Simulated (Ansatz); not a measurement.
Crystal: HfGe.

```
Hf Ge
1.0
     3.50084    0.00000    0.00000
     0.00000    3.50084    0.00000
     0.00000    0.00000    3.50084
Hf Ge
1 1
Direct
  0.00000 0.00000 0.00000
  0.50000 0.50000 0.50000
```

The cell was built by a generator and needn't be a form met in nature.

Base run:

```yaml
Program: Ansatz 0.2.0
Functional: PBEsol
Potentials_or_basis: Ansatz PAW
Cutoff: 420 eV
Density_cutoff: 1680 eV
k_mesh: 6 × 6 × 6
Occupations: fermi-dirac, width 0.05 eV
Spin: spin-orbit coupling, no magnetisation
```

Its results: band gap on the k mesh none (metal or under the smearing width); pressure -15.6 GPa.

Question: The run is repeated on the same cell with these changes: functional from PBEsol to BPBE; occupations from fermi-dirac, width 0.05 eV to gaussian, width 0.025 eV. What comes out?

Answer: Band gap on the k mesh none (metal or under the smearing width); pressure -12.0 GPa.

Caveats: the PAW data sets come from PBE, with cores solved anew for the run's functional, which leaves a small shift of forces and pressure; so large a pressure means that the cell lies far from this level's equilibrium, or that cutoff or potentials fall short (some runs); the potentials were made for another functional, which shifts forces and pressure (some runs).

Not every run made on this cell is shown here.
